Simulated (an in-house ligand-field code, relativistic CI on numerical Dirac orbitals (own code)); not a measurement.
# d1 in a ligand field: terms against the cubic field

Which terms of d1 lie lowest for given Racah parameters and ligand field?

Method: parametric ligand-field model of a d^n configuration (Racah B and C, spin-orbit zeta, crystal field), exact diagonalisation. Code: an in-house ligand-field code version 1.

### Step 1. Starting point

| Property | Result |
| --- | --- |
| shell | d1 |
| set 1 (cm⁻¹) | B = 970, C = 3830, Td, 10Dq = -970 |
| set 2 (cm⁻¹) | B = 970, C = 3830, Td, 10Dq = -1840 |
| set 3 (cm⁻¹) | B = 970, C = 3830, Td, 10Dq = -2720 |
| set 4 (cm⁻¹) | B = 970, C = 3830, Td, 10Dq = -3590 |
| set 5 (cm⁻¹) | B = 970, C = 3830, Td, 10Dq = -4460 |
| set 6 (cm⁻¹) | B = 970, C = 3830, Td, 10Dq = -5340 |
| set 7 (cm⁻¹) | B = 970, C = 3830, Td, 10Dq = -6210 |
| set 8 (cm⁻¹) | B = 970, C = 3830, Td, 10Dq = -7080 |

### Step 2. Set 1

Settings, as recorded:

```ini
n = 1
racah_B = 970  # cm-1
racah_C = 3830  # cm-1
zeta = 0  # cm-1
symmetry = Td
field = {"10Dq": -970}  # cm-1
```

### Step 3. Set 2

Settings, as recorded:

```ini
n = 1
racah_B = 970  # cm-1
racah_C = 3830  # cm-1
zeta = 0  # cm-1
symmetry = Td
field = {"10Dq": -1840}  # cm-1
```

### Step 4. Set 3

Settings, as recorded:

```ini
n = 1
racah_B = 970  # cm-1
racah_C = 3830  # cm-1
zeta = 0  # cm-1
symmetry = Td
field = {"10Dq": -2720}  # cm-1
```

### Step 5. Set 4

Settings, as recorded:

```ini
n = 1
racah_B = 970  # cm-1
racah_C = 3830  # cm-1
zeta = 0  # cm-1
symmetry = Td
field = {"10Dq": -3590}  # cm-1
```

### Step 6. Set 5

Settings, as recorded:

```ini
n = 1
racah_B = 970  # cm-1
racah_C = 3830  # cm-1
zeta = 0  # cm-1
symmetry = Td
field = {"10Dq": -4460}  # cm-1
```

### Step 7. Set 6

Settings, as recorded:

```ini
n = 1
racah_B = 970  # cm-1
racah_C = 3830  # cm-1
zeta = 0  # cm-1
symmetry = Td
field = {"10Dq": -5340}  # cm-1
```

### Step 8. Set 7

Settings, as recorded:

```ini
n = 1
racah_B = 970  # cm-1
racah_C = 3830  # cm-1
zeta = 0  # cm-1
symmetry = Td
field = {"10Dq": -6210}  # cm-1
```

### Step 9. Set 8

Settings, as recorded:

```ini
n = 1
racah_B = 970  # cm-1
racah_C = 3830  # cm-1
zeta = 0  # cm-1
symmetry = Td
field = {"10Dq": -7080}  # cm-1
```

(Steps that only read results are left out.)

Q: Predict the outcome of this session. Wanted: lowest terms.

**Answer**, as computed:

| set | 10Dq/B (size) | lowest | S | electrons in z² and x²-y² | first level of the same spin (cm⁻¹) |
| --- | --- | --- | --- | --- | --- |
| 1: Td | 1.0 | 2E | 0.50 | 1.00 | 2T2 970 |
| 2: Td | 1.9 | 2E | 0.50 | 1.00 | 2T2 1840 |
| 3: Td | 2.8 | 2E | 0.50 | 1.00 | 2T2 2720 |
| 4: Td | 3.7 | 2E | 0.50 | 1.00 | 2T2 3590 |
| 5: Td | 4.6 | 2E | 0.50 | 1.00 | 2T2 4460 |
| 6: Td | 5.5 | 2E | 0.50 | 1.00 | 2T2 5340 |
| 7: Td | 6.4 | 2E | 0.50 | 1.00 | 2T2 6210 |
| 8: Td | 7.3 | 2E | 0.50 | 1.00 | 2T2 7080 |

```
    quantity                                                   value
lowest terms  1: 2E, 2: 2E, 3: 2E, 4: 2E, 5: 2E, 6: 2E, 7: 2E, 8: 2E
```

In words: The lowest term stays 2E over this range. A negative 10Dq stands for a tetrahedral field. B, C and the field are free parameters here, not those of a compound.
